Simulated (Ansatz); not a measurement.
# C8H24O4Si4: the cost of one run

Method: DFT B3LYP+D3(BJ), Gaussian basis def2-SVP, and further levels as typed in the inputs, in Ansatz 0.2.0.

### Step 1. The starting structure

Bond lengths (14 of 40 bonds, heavy atoms first): C1–Si2 1.870 Å, Si2–C3 1.874 Å, Si2–O4 1.735 Å, O4–Si5 1.732 Å, Si5–C6 1.870 Å, Si5–C7 1.874 Å, Si5–O8 1.735 Å, O8–Si9 1.732 Å, Si9–C10 1.874 Å, Si9–C11 1.870 Å, Si9–O12 1.735 Å, O12–Si13 1.732 Å, Si13–C14 1.874 Å, Si13–C15 1.870 Å. Angles (14 of 76 angles, heavy atoms first): C1–Si2–C3 104.9°, C1–Si2–O4 108.2°, C1–Si2–O16 109.2°, C3–Si2–O4 113.3°, C3–Si2–O16 108.1°, O4–Si2–O16 112.8°, Si2–O4–Si5 111.4°, O4–Si5–C6 109.2°, O4–Si5–C7 108.1°, O4–Si5–O8 112.8°, C6–Si5–C7 104.9°, C6–Si5–O8 108.2°, C7–Si5–O8 113.3°, Si5–O8–Si9 111.4°.

As a file:

```xyz
40

C     3.4235    1.0071   -0.8324
Si    1.7198    0.2443   -0.9509
C     1.6614   -0.5386   -2.6522
O     1.5492   -0.9035    0.3392
Si    0.2110   -1.9680    0.0655
C     0.8002   -3.4629   -0.8919
C    -0.3419   -2.6460    1.7223
O    -1.0716   -1.2203   -0.8330
Si   -1.9712   -0.1148    0.1505
C    -2.8026    1.1265   -0.9804
C    -3.3788   -1.0301    0.9748
O    -1.0062    0.6238    1.3892
Si    0.0405    1.8384    0.7350
C     1.4831    2.0581    1.9103
C    -0.8449    3.4859    0.7495
O     0.5286    1.5001   -0.8954
H     3.6138    1.3834    0.1906
H     3.5026    1.8447   -1.5553
H     4.1844    0.2381   -1.0776
H     1.9106    0.2303   -3.4117
H     2.4073   -1.3572   -2.7098
H     0.6468   -0.9306   -2.8645
H     1.0257   -3.1924   -1.9408
H     0.0047   -4.2359   -0.8853
H     1.7124   -3.8715   -0.4109
H     0.4922   -3.2218    2.1728
H    -1.2089   -3.3218    1.5761
H    -0.6134   -1.8195    2.4089
H    -3.3758    1.8561   -0.3730
H    -2.0491    1.6530   -1.5995
H    -3.5018    0.5894   -1.6534
H    -2.9984   -1.7005    1.7687
H    -3.9235   -1.6279    0.2155
H    -4.0736   -0.2952    1.4302
H     1.0990    2.4021    2.8923
H     2.1774    2.8229    1.5068
H     2.0157    1.0971    2.0551
H    -1.2915    3.6547    1.7507
H    -1.6412    3.5094   -0.0184
H    -0.1154    4.2930    0.5327
```

### Step 2. Relaxing the atoms: C8H24O4Si4

input.yaml

```yaml
relax:
  f_tol: 0.002
  max_steps: 200
crystal:
  periodic: [false, false, false]
  atoms:
    - { symbol: C, position_ang: [3.42347, 1.00711, -0.8324] }
    - { symbol: Si, position_ang: [1.71978, 0.24433, -0.95094] }
    - { symbol: C, position_ang: [1.66143, -0.53859, -2.6522] }
    - { symbol: O, position_ang: [1.54919, -0.90352, 0.33924] }
    - { symbol: Si, position_ang: [0.211, -1.96795, 0.06546] }
    - { symbol: C, position_ang: [0.80019, -3.46288, -0.89186] }
    - { symbol: C, position_ang: [-0.34194, -2.646, 1.72231] }
    - { symbol: O, position_ang: [-1.07161, -1.22034, -0.83298] }
    - { symbol: Si, position_ang: [-1.97125, -0.11479, 0.15045] }
    - { symbol: C, position_ang: [-2.80258, 1.12647, -0.9804] }
    - { symbol: C, position_ang: [-3.37875, -1.03015, 0.97476] }
    - { symbol: O, position_ang: [-1.00623, 0.6238, 1.38917] }
    - { symbol: Si, position_ang: [0.04046, 1.8384, 0.73503] }
    - { symbol: C, position_ang: [1.48309, 2.05812, 1.91029] }
    - { symbol: C, position_ang: [-0.84491, 3.48592, 0.7495] }
    - { symbol: O, position_ang: [0.52864, 1.50005, -0.89543] }
    - { symbol: H, position_ang: [3.61383, 1.38339, 0.19057] }
    - { symbol: H, position_ang: [3.50259, 1.84467, -1.5553] }
    - { symbol: H, position_ang: [4.18435, 0.23811, -1.07764] }
    - { symbol: H, position_ang: [1.91061, 0.23035, -3.41174] }
    - { symbol: H, position_ang: [2.40732, -1.35723, -2.70979] }
    - { symbol: H, position_ang: [0.64679, -0.93061, -2.8645] }
    - { symbol: H, position_ang: [1.02569, -3.19236, -1.94079] }
    - { symbol: H, position_ang: [0.00469, -4.23592, -0.88529] }
    - { symbol: H, position_ang: [1.71238, -3.87153, -0.41095] }
    - { symbol: H, position_ang: [0.49218, -3.22182, 2.1728] }
    - { symbol: H, position_ang: [-1.20893, -3.32184, 1.5761] }
    - { symbol: H, position_ang: [-0.61336, -1.81949, 2.40894] }
    - { symbol: H, position_ang: [-3.37577, 1.85614, -0.37305] }
    - { symbol: H, position_ang: [-2.04911, 1.65303, -1.59948] }
    - { symbol: H, position_ang: [-3.50177, 0.58936, -1.65339] }
    - { symbol: H, position_ang: [-2.99836, -1.70046, 1.76866] }
    - { symbol: H, position_ang: [-3.92346, -1.62785, 0.21555] }
    - { symbol: H, position_ang: [-4.07359, -0.29517, 1.43021] }
    - { symbol: H, position_ang: [1.09898, 2.40211, 2.89233] }
    - { symbol: H, position_ang: [2.17738, 2.82293, 1.50675] }
    - { symbol: H, position_ang: [2.01568, 1.09706, 2.05505] }
    - { symbol: H, position_ang: [-1.29152, 3.65471, 1.7507] }
    - { symbol: H, position_ang: [-1.64116, 3.50943, -0.01844] }
    - { symbol: H, position_ang: [-0.11545, 4.29298, 0.53273] }
basis:
  gaussian: { orbitals: def2-SVP }
hamiltonian:
  xc: { name: B3LYP }
  dispersion: d3bj
```

On the command line:

```console
> ansatz run input.yaml --threads 8 --pin off --max-ram 20480MiB --backend cpu --events-out ev --progress --plain --runs-dir out
```

Q: Estimate wall time and peak memory on 8 threads of Intel Xeon Platinum 8488C (Sapphire Rapids), shared host.

About 3.7 min, with a peak of 3 GiB.
